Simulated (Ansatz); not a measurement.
# AlBrClH (SMILES [Cl][AlH][Br]): one structure at several levels

Aim: energy, forces and dipole at a structure displaced at random from a GFN2-xTB minimum, from CCSD(T) and from density functionals.

Computed with Ansatz 0.2.0, Gaussian basis. Level: single points in def2-TZVPP.

Correlated methods freeze the cores. Filled d shells of the heavier atoms are correlated.

**1. The system as given**

SMILES `[Cl][AlH][Br]`, 4 atoms, charge 0, spin multiplicity 1.

Atoms are counted from 1 here; the program's logs count them from 0.

Bond lengths: Cl1–Al2 2.018 Å, Al2–Br3 2.290 Å, Al2–H4 1.561 Å. Angles: Cl1–Al2–Br3 125.8°, Cl1–Al2–H4 121.3°, Br3–Al2–H4 112.9°.

Coordinates:

```
Cl   -1.9816    0.1406   -0.5643
Al   -0.0334    0.1198   -0.0392
Br    1.1469   -1.7143    0.6586
H     0.8177    1.4287   -0.0287
```

**2. CCSD(T)/def2-TZVPP**

run/in.yaml

```yaml
crystal:
  periodic: [false, false, false]
  atoms:
    - {symbol: Cl, position_ang: [-1.981600, 0.140600, -0.564300]}
    - {symbol: Al, position_ang: [-0.033400, 0.119800, -0.039200]}
    - {symbol: Br, position_ang: [1.146900, -1.714300, 0.658600]}
    - {symbol: H, position_ang: [0.817700, 1.428700, -0.028700]}
basis:
  gaussian: {orbitals: def2-TZVPP}
correlation: {method: ccsd_t}
output: {forces: true}
```

No record of the launch command was kept for these runs.

**3. PBE0-D4/def2-TZVPP**

Edit run/in.yaml of step 2 so:

```diff
@@ -9,3 +9,3 @@
   gaussian: {orbitals: def2-TZVPP}
-correlation: {method: ccsd_t}
-output: {forces: true}
+hamiltonian: {xc: pbe0, dispersion: d4}
+output: {forces: true, orbitals: {seedname: orbitals}}
```

**4. wB97M-V/def2-TZVPP**

Edit run/in.yaml of step 3 so:

```diff
@@ -9,3 +9,3 @@
   gaussian: {orbitals: def2-TZVPP}
-hamiltonian: {xc: pbe0, dispersion: d4}
-output: {forces: true, orbitals: {seedname: orbitals}}
+hamiltonian: {xc: {name: wB97M-V}}
+output: {forces: true}
```

**5. r2SCAN-D4/def2-TZVPP**

Edit run/in.yaml of step 4 so:

```diff
@@ -9,3 +9,3 @@
   gaussian: {orbitals: def2-TZVPP}
-hamiltonian: {xc: {name: wB97M-V}}
+hamiltonian: {xc: r2scan, dispersion: d4}
 output: {forces: true}
```

**6. PBE-D4/def2-TZVPP**

Edit run/in.yaml of step 5 so:

```diff
@@ -9,3 +9,3 @@
   gaussian: {orbitals: def2-TZVPP}
-hamiltonian: {xc: r2scan, dispersion: d4}
+hamiltonian: {xc: pbe, dispersion: d4}
 output: {forces: true}
```

**7. revPBE-D4/def2-TZVPP**

Edit run/in.yaml of step 6 so:

```diff
@@ -9,3 +9,3 @@
   gaussian: {orbitals: def2-TZVPP}
-hamiltonian: {xc: pbe, dispersion: d4}
+hamiltonian: {xc: {name: revPBE}, dispersion: d4}
 output: {forces: true}
```

**8. r2SCANh-D4/def2-TZVPP**

Edit run/in.yaml of step 7 so:

```diff
@@ -9,3 +9,3 @@
   gaussian: {orbitals: def2-TZVPP}
-hamiltonian: {xc: {name: revPBE}, dispersion: d4}
+hamiltonian: {xc: {name: r2SCANh}, dispersion: d4}
 output: {forces: true}
```

(Steps that only read results are left out.)

Q: Predict the outcome of this session. Wanted: energy less free atoms, CCSD(T)/def2-TZVPP; RMS force component; RMS force error; HOMO and LUMO, PBE0-D4; T1 diagnostic.

The runs gave:

| quantity | value |
| --- | --- |
| energy less free atoms, CCSD(T)/def2-TZVPP | -11.168 eV |
| RMS force component | 0.644 to 0.712 eV/Å over the methods |
| RMS force error | PBE0-D4 0.072, wB97M-V 0.057, r2SCAN-D4 0.052, PBE-D4 0.094, revPBE-D4 0.126, r2SCANh-D4 0.068 eV/Å |
| HOMO and LUMO, PBE0-D4 | -8.60 and -1.50 eV |
| T1 diagnostic | 0.007 |

**Reading.** Against CCSD(T) the functionals' energies less atoms differ by -0.465 to +0.075 eV, PBE-D4 by -0.196 eV. The reference is not at the basis limit: in triple zeta CCSD(T) underbinds, which counts against methods that bind more; the gaps are no ranking. On forces the order runs from r2SCAN-D4 to revPBE-D4. Frozen-core CCSD(T) forces in triple zeta carry basis errors of their own, and this is one geometry, so small gaps rank nothing.
